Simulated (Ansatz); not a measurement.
What does this script print? It uses Ansatz 0.2.0 through its Python package.

The script, `run_yaml_run.py`:
```python
from collections import Counter
import logging
import sys

import ansatz as az
import numpy as np

logging.basicConfig(stream=sys.stdout, format='%(name)s: %(message)s')
log = logging.getLogger('ansatz_job')
log.setLevel(logging.INFO)

INPUT = '''
crystal:
  lattice:
    - [4.276366, 0.0, 0.0]
    - [0.0, 4.276366, 0.0]
    - [0.0, 0.0, 9.221553]
  atoms:
    - { symbol: Sr, position: [0.0, 0.5, 0.852534] }
    - { symbol: Sr, position: [0.5, 0.0, 0.147466] }
    - { symbol: Cu, position: [0.5, 0.5, 0.5] }
    - { symbol: Cu, position: [0.0, 0.0, 0.5] }
    - { symbol: Te, position: [0.0, 0.5, 0.326257] }
    - { symbol: Te, position: [0.5, 0.0, 0.673743] }
    - { symbol: F, position: [0.5, 0.5, 0.0] }
    - { symbol: F, position: [0.0, 0.0, 0.0] }
kpoints:
  mp_grid: { grid: [4, 4, 2] }
hamiltonian:
  xc: lda
scf:
  occupations: { method: fixed }
  algorithm: density_mixing
basis:
  ecutwfc: 420
output:
  forces: true
  stress: true
'''


def main() -> None:
    planned = az.Session.from_yaml(INPUT).plan(threads=1, pin='off')
    res = planned.execute()
    summary = res.report

    log.info(f'free energy      {summary["free_energy_ev"]:.5f} eV')
    log.info(f'per atom         {summary["free_energy_ev"] / len(res.lattice.sites):.5f} eV')
    log.info(f'SCF iterations   {summary["n_iterations"]}  (converged: {summary["converged"]})')

    log.info('pressure by term (GPa)')
    for term, tensor in summary['stress_terms_gpa'].items():
        if np.any(tensor):
            log.info(f'  {term:28s} {np.trace(np.array(tensor)) / 3:12.3f}')
    log.info(f'  {"total":28s} {np.trace(np.array(summary["stress_gpa"])) / 3:12.3f}')

    used = summary['setup']
    print('cutoffs (eV):', used['ecut_ev'], used['ecutrho_ev'], ' FFT grid:', used['fft_dense'])
    log.info('cell volume {:.3f} A^3, {} symmetry operations'.format(used['cell_volume_ang3'], used['n_sym_ops']))

    told = Counter((n['data']['severity'], n['data']['kind']) for n in res.notices if n['event'] == 'notice')
    for (severity, kind), count in sorted(told.items()):
        log.info(f'{severity:8s} {kind} x{count}')


if __name__ == '__main__':
    main()
```

Running `python run_yaml_run.py` prints:
```text
ansatz_job: free energy      -35251.69111 eV
ansatz_job: per atom         -4406.46139 eV
ansatz_job: SCF iterations   9  (converged: True)
ansatz_job: pressure by term (GPa)
ansatz_job:   kinetic                          1182.505
ansatz_job:   hartree                          2660.729
ansatz_job:   ewald                           -2974.430
ansatz_job:   local_pseudopotential            -280.132
ansatz_job:   nonlocal_pseudopotential         -113.625
ansatz_job:   augmentation                     -234.706
ansatz_job:   nlcc                             -207.230
ansatz_job:   xc                                -39.079
ansatz_job:   augmentation_tail                   0.003
ansatz_job:   scf_correction                     -0.001
ansatz_job:   pulay_correction                    0.236
ansatz_job:   total                              -5.730
cutoffs (eV): 420.0 1680.0  FFT grid: [30, 30, 64]
ansatz_job: cell volume 168.637 A^3, 16 symmetry operations
ansatz_job: audit    band_cg_iterations x1
ansatz_job: audit    loop_bands_changed x1
ansatz_job: audit    preconditioner_resolved x1
```

The settings weren't tested for convergence. No spin polarisation was allowed. Pressure is positive in compression. Without a Hubbard U or exact exchange, semilocal functionals often make such 3d compounds metallic or too weakly gapped. At these settings the cell as given stands under about -6 GPa, so it isn't at this functional's equilibrium volume. The structure comes from a database of computed cells and needn't be a stable or known phase. By the engine's processor time: 6.4 s on 1 thread of Intel(R) Xeon(R) Processor @ 2.30GHz, with other jobs on the host, peak memory 0.75 GiB.
